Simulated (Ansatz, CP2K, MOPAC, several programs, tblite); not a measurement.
## Many methods on one cell: VBiO₄ (I4_1/a)

A 12-atom cell of VBiO₄ from a published structure, relaxed with r2SCAN+rVV10 in Ansatz, was computed with several methods. The symmetry is I4_1/a (No. 88, tetragonal); conventional cell a = 5.107 Å, c = 11.567 Å, 12.57 Å³ an atom. V is surrounded by 4 O at 1.72 Å; Bi is surrounded by 8 O at 2.42–2.46 Å; O is surrounded by 1 V at 1.72 Å and 2 Bi at 2.42–2.46 Å. No spin polarisation; the structure comes from an open crystallographic database, the properties from the calculation.

Space group I4_1/a:1 (No. 88). a = 5.107 Å, b = 5.107 Å, c = 11.567 Å, α = 90.00°, β = 90.00°, γ = 90.00°
```csv
atom,site,symmetry,x,y,z
V,4b,-4..,0.0000,0.0000,0.5000
Bi,4a,-4..,0.5000,0.5000,0.5000
O,16f,1,0.8602,0.2491,0.4208
```

Gaps and times are for a single point on this cell; volume and bulk modulus come from each method's own relaxation or energy curve at fixed shape, which is too stiff where a cell has free coordinates or axes. Times are rough, from shared hosts (Arm Neoverse V1), and each method has its own mesh and cell size. A double dagger marks a value from a curve with shape and coordinates held. PM6 (MOPAC), PM7 (MOPAC), GFN1-xTB (tblite), GFN2-xTB (tblite) treat a cluster of cells at its zone centre, which samples few k points: where these miss a band edge, the gap comes out too large for that reason alone. Gaps from k meshes are read at a limited set of points (mesh, symmetry points, PBE's band edges), so each method's own least gap may be somewhat smaller. xTB and the PM methods were fitted mostly to molecules, and can miss a solid's gap by electronvolts. Minimal bases can be far off for gaps. d marks a direct gap, i an indirect one (no mark: not told apart), a dash a value that wasn't computed or didn't pass its checks.

| method | kind | gap (eV) | own volume (Å³/atom) | bulk modulus (GPa) | atoms computed | processor time |
| --- | --- | --- | --- | --- | --- | --- |
| GFN1-xTB (tblite) | tight binding | 1.74 | 11.48‡ | 171‡ | 96 | 5.3 s |
| PM6 (MOPAC) | semi-empirical | 7.92 | – | – | 96 | 8.6 s |
| GFN2-xTB (tblite) | tight binding | 1.30 | 12.18‡ | 147‡ | 96 | 10 s |
| light PBE (260 eV and a coarse mesh) | light plane-wave | 2.14 i | – | – | 12 | 11 s |
| PM7 (MOPAC) | semi-empirical | 6.76 | – | – | 96 | 20 s |
| PBE/SZV (CP2K) | small basis | 1.52 i | 13.66‡ | 157‡ | 12 | 51 s |
| PBE | semilocal | 2.13 i | – | – | 12 | 99 s |
| PBE/DZVP (CP2K) | small basis | 2.12 i | 13.17‡ | 169‡ | 12 | 2.3 min |
| r2SCAN | semilocal | 2.37 i | – | – | 12 | 3.8 min |

Against r2SCAN (2.37 eV) and with closed or daggered gaps left aside, the nearest gap at the points sampled is that of light PBE (260 eV and a coarse mesh) (-0.23 eV) and the farthest that of PM6 (MOPAC) (+5.55 eV). r2SCAN is only a yardstick of convenience: semilocal gaps usually lie below measured ones, which GLLB-SC and hybrids aim to mend.

Runs without a result: GLLB-SC (GPAW) (single point, out of time).

Spin-orbit coupling is left out; in compounds of Pb, Bi, Tl or Hg it can lower a gap by up to about 1 eV, split its edges or invert the bands.
